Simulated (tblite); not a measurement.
# C4H9AlBCl: the cost of one run

The runs use tblite 0.8.0 and PySCF 2.14.0, with density-fitted response routines of our own; the level of theory stands in each step. All values are computed, except where a source is named. Atoms count from 0, in the outputs and in this text.

### Step 1. The molecule as given

16 atoms, charge 0, multiplicity 1; geometry from: force field or distance geometry start.

Bonds of the start (Å): B0–C1 1.58, C1–Al2 1.99, C1–C3 1.51, C3–C4 1.51, C4–C5 1.33, C4–Cl6 1.76, B0–H7 1.19, B0–H8 1.18, C1–H9 1.12, Al2–H10 1.61, Al2–H11 1.61, C3–H12 1.10, C3–H13 1.10, C5–H14 1.07, C5–H15 1.09.

### Step 2. Relaxing the molecule with GFN2-xTB

The job: settings as JSON, then the geometry in Å.

```
{"job": {"kind": "relax", "xc": "GFN2-xTB", "basis": "xTB"}, "charge": 0, "multiplicity": 1}
B     -1.132400    -1.489000     0.315800
C     -0.685000    -0.005100     0.598800
Al    -2.300700     1.160200     0.533500
C      0.242000     0.440400    -0.502500
C      1.441400    -0.479800    -0.534500
C      2.639400     0.073300    -0.359300
Cl     1.235500    -2.199000    -0.837300
H     -1.303700    -2.243300     1.213700
H     -1.445500    -1.831600    -0.768000
H     -0.186500     0.077100     1.593900
H     -2.559100     2.054700     1.846300
H     -2.559900     1.915200    -0.866300
H     -0.258400     0.423800    -1.483600
H      0.636800     1.431500    -0.222900
H      3.563700    -0.464000    -0.367000
H      2.664900     1.144600    -0.172000
```

Started as:

```bash
$ OMP_NUM_THREADS=1 python probes_run.py task.json out
```

The driver reads the jobs from task.json and runs them one after another.

Q: Estimate the wall time and peak memory of this first job on 1 thread of Intel Xeon at 2.50GHz, shared host.

About 2.8 s, with a peak of 0.18 GiB.
